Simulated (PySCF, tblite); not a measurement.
# AsH6NOSe2Si, a small molecule taken as a stand-in for a surface group (AsSe unit): NMR shifts, core binding energies and electronic excitations, part 2 of 2

tblite 0.8.0 and PySCF 2.14.0. Atoms count from 0, parts from 1.

## (4) Shielding tensors: PBE0/pcSseg-1

The job: settings as JSON, then the geometry in Å.

```
{"job": {"kind": "nmr", "xc": "PBE0", "basis": "pcSseg-1"}, "charge": 0, "multiplicity": 1}
Se     1.753775     1.707914     0.125381
As     1.359780    -0.571970    -0.533401
Se     3.013859    -1.554066     0.876506
O      0.075702    -1.069643     0.605349
Si    -1.517520    -0.549058     0.566217
N     -1.719569     0.648746    -0.655812
H      1.092478     2.228097    -1.086734
H      4.084949    -1.266912    -0.093873
H     -1.825226    -0.049260     1.933642
H     -2.397433    -1.692366     0.194615
H     -2.363686     0.513198    -1.424653
H     -1.517389     1.627322    -0.489941
```

Level: GIAO PBE0/pcSseg-1 NMR shielding, non-relativistic, gas phase.

Log:

```text
coarse grid: 53544 points
cycle   1  E = -7460.1240250594  dE = -2.287e+00  |g| = 1.435e+00  |ddm| = 3.592e+00
cycle   2  E = -7459.6425419532  dE =  4.815e-01  |g| = 1.916e+00  |ddm| = 2.069e+00
cycle   3  E = -7460.2325412617  dE = -5.900e-01  |g| = 6.078e-01  |ddm| = 1.859e+00
cycle   4  E = -7460.3001820856  dE = -6.764e-02  |g| = 1.394e-01  |ddm| = 5.083e-01
cycle   5  E = -7460.3027313482  dE = -2.549e-03  |g| = 6.704e-02  |ddm| = 1.812e-01
cycle   6  E = -7460.3036644171  dE = -9.331e-04  |g| = 1.209e-02  |ddm| = 7.186e-02
cycle   7  E = -7460.3036878282  dE = -2.341e-05  |g| = 3.935e-03  |ddm| = 1.672e-02
cycle   8  E = -7460.3036914543  dE = -3.626e-06  |g| = 1.188e-03  |ddm| = 5.160e-03
final grid: 105584 points
cycle   9  E = -7460.3037341494  dE =  2.884e-07  |g| = 1.743e-03  |ddm| = 3.076e-03
cycle  10  E = -7460.3037331580  dE =  9.914e-07  |g| = 2.741e-03  |ddm| = 4.173e-03
cycle  11  E = -7460.3037347668  dE = -1.609e-06  |g| = 2.780e-04  |ddm| = 2.720e-03
cycle  12  E = -7460.3037347803  dE = -1.348e-08  |g| = 5.119e-05  |ddm| = 2.335e-04
cycle  13  E = -7460.3037347807  dE = -4.584e-10  |g| = 6.289e-06  |ddm| = 3.908e-05
converged SCF energy = -7460.3037347807

GIAO shielding tensors (ppm)
atom      isotropic    diamagn.    paramagn.     s11        s22        s33       span
  0 Se    1546.443    3000.166   -1453.722    891.153   1655.254   2092.923   1201.769
  1 As     726.292    2869.669   -2143.377    454.396    842.051    882.431    428.035
  2 Se    1795.558    2997.644   -1202.086   1483.656   1705.340   2197.678    714.021
  3 O      218.000     402.460    -184.460    149.529    178.928    325.542    176.013
  4 Si     379.421     878.896    -499.475    349.851    377.642    410.770     60.920
  5 N      226.955     320.005     -93.050    199.937    235.097    245.830     45.893
  6 H       28.117      30.167      -2.050     20.101     25.004     39.248     19.146
  7 H       29.705      28.613       1.092     20.145     25.708     43.261     23.116
  8 H       26.000      28.558      -2.558     22.175     24.156     31.669      9.494
  9 H       26.404      28.237      -1.833     22.276     24.410     32.526     10.249
 10 H       29.820      30.293      -0.473     23.832     24.767     40.860     17.028
 11 H       30.164      32.296      -2.132     22.684     29.098     38.709     16.025
```

Run time: 41 s. Hardware: 1 thread of Arm Neoverse V1, shared host; peak memory 1.2 GiB.

Shifts follow as δ = σ(reference) − σ, with reference shieldings (ppm) from runs at the same level and on the same kind of geometry: 1H TMS 31.27, 29Si TMS 352.0, 15N NH3 265.7, 17O H2O 334.6, 77Se Me2Se 1770, 75As AsH3 1910. The references are single molecules in the gas phase, so shifts against H2O, NH3, PH3, H3PO4 or CFCl3 are not on the usual liquid scales and can be off by tens of ppm. Shifts against hydride references such as AlH4− lie on their own scale.

| atoms | environment | σ (ppm) | δ (ppm) |
| --- | --- | --- | --- |
| H8 | hydrogen on a silicon bonded to N, O | 26.00 | 5.27 |
| H9 | hydrogen on a silicon bonded to N, O | 26.40 | 4.86 |
| H6 | hydrogen on a selenium bonded to As | 28.12 | 3.15 |
| H7 | hydrogen on a selenium bonded to As | 29.70 | 1.56 |
| H10 | hydrogen on a nitrogen bonded to Si | 29.82 | 1.45 |
| H11 | hydrogen on a nitrogen bonded to Si | 30.16 | 1.10 |
| Se0 | selenium bonded to As, H | 1546 | 223 |
| Se2 | selenium bonded to As, H | 1796 | -26 |
| As1 | arsenic bonded to O, 2 Se | 726 | 1184 |
| O3 | oxygen bonded to As, Si | 218.0 | 116.6 |
| Si4 | silicon bonded to N, O, 2 H | 379.4 | -27.4 |
| N5 | nitrogen bonded to Si, 2 H | 227.0 | 38.7 |

Charges from the same density, by scheme (e):

| atoms | Mulliken | IAO | Hirshfeld | ESP fit |
| --- | --- | --- | --- | --- |
| Se0 | -0.25 | -0.20 | -0.10 | -0.20 |
| As1 | 0.57 | 0.63 | 0.28 | 0.09 |
| Se2 | -0.20 | -0.16 | -0.08 | -0.16 |
| O3 | -0.79 | -0.84 | -0.31 | -0.23 |
| Si4 | 0.95 | 1.07 | 0.40 | 0.58 |
| N5 | -0.67 | -0.85 | -0.31 | -0.78 |

Mayer bond orders: Se0–As1 1.05, As1–Se2 1.07, As1–O3 0.80, O3–Si4 0.90, Si4–N5 1.02.

## (5) X-ray photoelectron lines: SCAN, X2C

Same as in step 4 but for these lines:

```diff
@@ -1,2 +1,2 @@
-{"job": {"kind": "nmr", "xc": "PBE0", "basis": "pcSseg-1"}, "charge": 0, "multiplicity": 1}
+{"job": {"kind": "xps", "holes": 5}, "charge": 0, "multiplicity": 1}
 Se     1.753775     1.707914     0.125381
```

With the program's defaults for keys left out, this is: delta-SCF UKS SCAN, pcX-2 on the ionised atom, pcseg-1 elsewhere, spin-free X2C.

Log:

```text
ground state, core basis on atom 3 (O), 188 functions
  cycle   1  E = -7525.88102862  |g| = 1.00e+00
  cycle   2  E = -7524.38776355  |g| = 2.73e+00
  cycle   3  E = -7526.01421824  |g| = 4.73e-01
  cycle   4  E = -7526.06364110  |g| = 2.38e-01
  cycle   5  E = -7526.07734578  |g| = 8.47e-02
  cycle   6  E = -7526.07960913  |g| = 2.84e-02
  cycle   7  E = -7526.07984630  |g| = 8.94e-03
  cycle   8  E = -7526.07986286  |g| = 2.38e-03
  cycle   9  E = -7526.07986887  |g| = 7.22e-04
  cycle  10  E = -7526.07986794  |g| = 2.11e-04
  E(ground) = -7526.03805723 Eh
hole in O 1s of atom 3
  cycle   1  E = -7505.47104891  |g| = 2.24e+00
  cycle   2  E = -7504.02802539  |g| = 2.57e+00
  cycle   3  E = -7505.87898885  |g| = 8.12e-01
  cycle   4  E = -7505.72742746  |g| = 8.97e-01
  cycle   5  E = -7506.32309930  |g| = 1.44e-01
  cycle   6  E = -7506.32711825  |g| = 1.22e-01
  cycle   7  E = -7506.33632568  |g| = 2.36e-02
  cycle   8  E = -7506.33661622  |g| = 6.92e-03
  cycle   9  E = -7506.33665229  |g| = 1.87e-03
  cycle  10  E = -7506.33665208  |g| = 1.21e-03
  cycle  11  E = -7506.33665568  |g| = 3.69e-04
  E(ion) = -7506.29655957 Eh   <S^2> = 0.7656   hole on atom = 1.000   binding energy = 537.194 eV
ground state, core basis on atom 4 (Si), 199 functions
  cycle   1  E = -7526.14765666  |g| = 3.10e-01
  cycle   2  E = -7526.13866261  |g| = 2.45e-01
  cycle   3  E = -7526.13725579  |g| = 2.49e-01
  cycle   4  E = -7526.14982551  |g| = 3.13e-02
  cycle   5  E = -7526.15007604  |g| = 8.80e-03
  cycle   6  E = -7526.15009612  |g| = 2.75e-03
  cycle   7  E = -7526.15009930  |g| = 7.21e-04
  cycle   8  E = -7526.15010240  |g| = 3.27e-04
  E(ground) = -7526.06968332 Eh
hole in Si 2p of atom 4
  cycle   1  E = -7521.85988560  |g| = 1.24e+00
  cycle   2  E = -7518.25592421  |g| = 2.23e+00
  cycle   3  E = -7521.44596396  |g| = 1.02e+00
  cycle   4  E = -7522.12085195  |g| = 3.71e-01
  cycle   5  E = -7522.14305318  |g| = 3.21e-01
  cycle   6  E = -7522.17945202  |g| = 9.46e-02
  cycle   7  E = -7522.18414874  |g| = 2.33e-02
  cycle   8  E = -7522.18438396  |g| = 7.04e-03
  cycle   9  E = -7522.18441555  |g| = 1.93e-03
  cycle  10  E = -7522.18441630  |g| = 5.17e-04
  cycle  11  E = -7522.18441713  |g| = 3.44e-04
  E(ion) = -7522.11483814 Eh   <S^2> = 0.7518   hole on atom = 1.003   binding energy = 107.617 eV
  2p3/2 = 107.435 eV   2p1/2 = 108.060 eV
ground state, core basis on atom 5 (N), 188 functions
  cycle   1  E = -7526.05980908  |g| = 7.77e-02
  cycle   2  E = -7526.05969951  |g| = 3.65e-02
  cycle   3  E = -7526.05969049  |g| = 3.73e-02
  cycle   4  E = -7526.06001211  |g| = 8.45e-03
  cycle   5  E = -7526.06003439  |g| = 2.65e-03
  cycle   6  E = -7526.06003548  |g| = 4.73e-04
  E(ground) = -7526.01832368 Eh
hole in N 1s of atom 5
  cycle   1  E = -7510.47698215  |g| = 1.86e+00
  cycle   2  E = -7505.83875493  |g| = 2.97e+00
  cycle   3  E = -7510.73353483  |g| = 7.57e-01
  cycle   4  E = -7510.96088977  |g| = 5.49e-01
  cycle   5  E = -7511.13408168  |g| = 2.63e-01
  cycle   6  E = -7511.17467275  |g| = 1.14e-01
  cycle   7  E = -7511.18095937  |g| = 5.00e-02
  cycle   8  E = -7511.18206333  |g| = 1.77e-02
  cycle   9  E = -7511.18222442  |g| = 3.40e-03
  cycle  10  E = -7511.18223120  |g| = 1.92e-03
  cycle  11  E = -7511.18223454  |g| = 8.27e-04
  cycle  12  E = -7511.18223683  |g| = 2.61e-04
  E(ion) = -7511.14033494 Eh   <S^2> = 0.7642   hole on atom = 1.000   binding energy = 404.851 eV
```

Wall time 29 s (1 thread of Arm Neoverse V1, shared host); peak memory 0.67 GiB.

The holes in one table. −ε is the ground-state orbital energy:

| hole | stands for | environment | ΔSCF (eV; 2p as the shell's mean) | −ε (eV) | ⟨S²⟩ |
| --- | --- | --- | --- | --- | --- |
| O1s on O3 | O3 | oxygen bonded to As, Si | 537.19 | 516.8 | 0.766 |
| Si2p on Si4 | Si4 | silicon bonded to N, O, 2 H | 107.64 | 96.9 | 0.752 |
| N1s on N5 | N5 | nitrogen bonded to Si, 2 H | 404.85 | 385.9 | 0.764 |

With the spin-orbit splitting: Si4 2p3/2 107.43, 2p1/2 108.06 eV. The table gives each 2p level as the mean over the whole 2p shell (two parts 2p3/2, one part 2p1/2), which differs a little from the single hole in the log.

## (6) TDDFT and polarisability: CAM-B3LYP/def2-SVPD

Same as in step 5 but for these lines:

```diff
@@ -1,2 +1,2 @@
-{"job": {"kind": "xps", "holes": 5}, "charge": 0, "multiplicity": 1}
+{"job": {"kind": "uv", "xc": "CAM-B3LYP", "basis": "def2-SVPD", "nstates": 6, "ntriplets": 2, "ip": true}, "charge": 0, "multiplicity": 1}
 Se     1.753775     1.707914     0.125381
```

Level: TDDFT CAM-B3LYP/def2-SVPD, vertical, gas phase, core orbitals frozen in the response.

Log:

```text
coarse grid: 53544 points
cycle   1  E = -7461.3110238290  dE = -2.030e+00  |g| = 8.781e-01  |ddm| = 4.483e+00
cycle   2  E = -7461.1194773847  dE =  1.915e-01  |g| = 1.336e+00  |ddm| = 2.278e+00
cycle   3  E = -7461.4616491049  dE = -3.422e-01  |g| = 1.572e-01  |ddm| = 1.349e+00
cycle   4  E = -7461.4662386939  dE = -4.590e-03  |g| = 6.138e-02  |ddm| = 2.540e-01
cycle   5  E = -7461.4670620594  dE = -8.234e-04  |g| = 1.454e-02  |ddm| = 7.941e-02
cycle   6  E = -7461.4671072976  dE = -4.524e-05  |g| = 2.404e-03  |ddm| = 2.444e-02
cycle   7  E = -7461.4671113064  dE = -4.009e-06  |g| = 8.216e-04  |ddm| = 8.996e-03
final grid: 105584 points
cycle   8  E = -7461.4671607776  dE = -5.190e-07  |g| = 5.960e-04  |ddm| = 4.903e-03
cycle   9  E = -7461.4671608410  dE = -6.344e-08  |g| = 6.133e-04  |ddm| = 1.838e-03
cycle  10  E = -7461.4671609286  dE = -8.763e-08  |g| = 1.133e-04  |ddm| = 7.382e-04
cycle  11  E = -7461.4671609348  dE = -6.219e-09  |g| = 5.808e-05  |ddm| = 2.940e-04
cycle  12  E = -7461.4671609372  dE = -2.334e-09  |g| = 3.393e-05  |ddm| = 2.815e-04
cycle  13  E = -7461.4671609374  dE = -2.656e-10  |g| = 2.517e-06  |ddm| = 5.378e-05
converged SCF energy = -7461.4671609374

Static polarisability (au): isotropic 130.176, principal 103.693 133.570 153.264

Singlet excitations
state   eV       nm        f      main configurations
  1   4.1889    296.0   0.01141   H->L 0.73, H->L+1 0.14
  2   4.5588    272.0   0.01114   H->L+1 0.39, H-1->L+1 0.29, H-1->L 0.14
  3   4.9263    251.7   0.02580   H-1->L 0.44, H->L+1 0.32, H-1->L+1 0.09
  4   5.2144    237.8   0.01372   H->L+2 0.44, H->L+3 0.13, H->L+4 0.11
  5   5.3794    230.5   0.03920   H-1->L+1 0.46, H-1->L 0.27, H->L+3 0.10
  6   5.5073    225.1   0.04484   H->L+3 0.43, H-2->L 0.19, H->L+4 0.12

Triplet excitations (Tamm-Dancoff, eV): 3.6498 3.9479
Vertical ionisation energy (delta-SCF) = 8.5707 eV
Vertical electron affinity (delta-SCF) = -0.2722 eV
```

It took 6.8 min on 1 thread of Arm Neoverse V1, shared host; peak memory 1.3 GiB.

The orbitals next to the gap, with their largest atomic shares:

| orbital | eV | atoms |
| --- | --- | --- |
| HOMO−3 | -9.51 | N5 59 %, O3 9 %, Si4 8 % |
| HOMO−2 | -8.91 | Se2 40 %, As1 22 %, O3 12 % |
| HOMO−1 | -8.44 | Se0 68 %, As1 9 %, O3 7 % |
| HOMO | -7.85 | Se2 49 %, Se0 23 %, As1 18 % |
| LUMO | -0.27 | As1 35 %, Se2 33 %, Se0 17 % |
| LUMO+1 | -0.11 | As1 41 %, Se0 33 %, Se2 16 % |
| LUMO+2 | 0.44 | Se0 29 %, As1 17 %, Se2 12 % |

With each of the 6 states as a Gaussian band of 0.4 eV half-width at 1/e, the curve within the window shown has maxima at 230 nm (ε 4,000) L/(mol cm). Beyond the last state computed it falls off for lack of states. The curve at chosen wavelengths:

```tsv
nm	ε (L/mol/cm)
213	1610
218	2626
223	3500
229	3981
234	3863
239	3445
244	2924
250	2345
255	1952
260	1640
265	1397
271	1179
276	1044
281	939
286	850
292	749
297	663
302	574
307	483
313	377
318	297
323	226
328	168
334	113
339	79
344	54
```

Further results of this job:

| property | computed |
| --- | --- |
| dipole moment (D) | 2.92 |
| polarisability (Å³) | 19.29 |
| HOMO–LUMO gap (eV) | 7.57 |
| −ε(HOMO) (eV) | 7.85 |

## (7) Outcome

This closing draws on all 2 parts.

| quantity | value |
| --- | --- |
| point group | C1 |
| rotational constants (main isotopes) | 0.99, 0.61, 0.43 GHz |
| 1H shifts against TMS (PBE0/pcSseg-1) | 5.27, 4.86, 3.15, 1.56, 1.45, 1.10 ppm |
| 77Se shifts against Me2Se (PBE0/pcSseg-1) | 223, -26 ppm |
| 75As shifts against AsH3 (PBE0/pcSseg-1) | 1184 ppm |
| 17O shifts against H2O (PBE0/pcSseg-1) | 116.6 ppm |
| 29Si shifts against TMS (PBE0/pcSseg-1) | -27.4 ppm |
| 15N shifts against NH3 (PBE0/pcSseg-1) | 38.7 ppm |
| O1s binding energies, SCAN/pcX-2 | O3 537.19 eV |
| Si2p binding energies, SCAN/pcX-2 | Si4 107.64 eV |
| N1s binding energies, SCAN/pcX-2 | N5 404.85 eV |
| lowest singlet (CAM-B3LYP/def2-SVPD) | 4.19 eV (296 nm), f = 0.011 |
| brightest single state of those computed | state 6, 5.51 eV, f = 0.045 |
| lowest triplet | 3.65 eV |
| vertical ionisation energy (ΔSCF) | 8.57 eV |
| vertical electron affinity (ΔSCF) | -0.27 eV (unbound: the value hangs on the basis) |

**Reading.** The start of the PBE0/def2-SVP relaxation was shaken at random by about 0.01 Å, so part of the energy gained, and of the first lengths quoted, undoes that. The optimisation took 21 steps and gained 0.265 eV; among the close pairs (by a distance rule), As1–O3 changed most, from 1.715 to 1.787 Å (PBE0/def2-SVP). No frequency check was run at this level, so the end point may be a saddle. At PBE0/pcSseg-1: The widest tensor belongs to Se0: span 1202 ppm, with a paramagnetic part of -1454 ppm. The lowest singlet, at 4.19 eV, is HOMO→LUMO 0.73, HOMO→LUMO+1 0.14 and is weak; of the 6 states computed, the strongest absorption comes from state 6 at 5.51 eV (the last computed, so partners may be missing). The lowest triplet lies 0.54 eV below the lowest singlet (triplets in Tamm-Dancoff, singlets in full TDDFT). The orbital energy would give 7.85 eV for ionisation, ΔSCF gives 8.57 eV. Spin-orbit coupling is left out, which matters for shieldings and couplings at and beside the heavy atoms. A capped cluster stands for the solid here, so long-range fields and strain are missing, and bands or shifts of the capping hydrogens have no counterpart in it.
